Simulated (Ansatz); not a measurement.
# AlClH4N2: the cost of one run

All numbers below are computed with Ansatz 0.2.0 (RKS r2SCAN-D4/def2-SVP).

## 1. The starting structure

Bond lengths: N1–Al2 1.868 Å, Al2–N3 1.885 Å, Al2–Cl4 2.170 Å, N1–H5 1.106 Å, N1–H6 1.071 Å, N3–H7 1.100 Å, N3–H8 1.026 Å. Angles: N1–Al2–N3 119.0°, N1–Al2–Cl4 121.5°, N3–Al2–Cl4 119.4°, Al2–N1–H5 106.5°, Al2–N1–H6 109.4°, H5–N1–H6 102.1°, Al2–N3–H7 107.6°, Al2–N3–H8 109.3°, H7–N3–H8 102.7°.

Coordinates:

```xyz
8

N    -0.2150    1.6676   -0.1581
Al   -0.2010   -0.1952   -0.3012
N     0.7457   -1.2030    0.9794
Cl   -1.1752   -1.2141   -1.9510
H    -0.8823    2.0397   -0.9579
H    -0.7449    1.9527    0.7281
H     1.8061   -0.9167    0.9113
H     0.7588   -2.1882    0.6937
```

## 2. End point A

Input file input.yaml:

```yaml
crystal:
  periodic: [false, false, false]
  atoms:
    - { symbol: "N", position_ang: [-0.215, 1.6676, -0.1581] }
    - { symbol: Al, position_ang: [-0.201, -0.1952, -0.3012] }
    - { symbol: "N", position_ang: [0.7457, -1.203, 0.9794] }
    - { symbol: Cl, position_ang: [-1.1752, -1.2141, -1.951] }
    - { symbol: H, position_ang: [-0.8823, 2.0397, -0.9579] }
    - { symbol: H, position_ang: [-0.7449, 1.9527, 0.7281] }
    - { symbol: H, position_ang: [1.8061, -0.9167, 0.9113] }
    - { symbol: H, position_ang: [0.7588, -2.1882, 0.6937] }
basis:
  gaussian: { orbitals: def2-SVP }
hamiltonian:
  xc: r2scan
  dispersion: d4
relax:
  f_tol: 0.015
  max_steps: 40
```

Run with:

```bash
$ ansatz run input.yaml --threads 2 --pin off --max-ram 3072MiB --backend cpu --events-out ev --progress --plain --runs-dir out
```

What time and memory should one allow on 2 threads of Intel Xeon 6975P-C (Granite Rapids), shared host?

About 10 s, with a peak of 0.16 GiB.
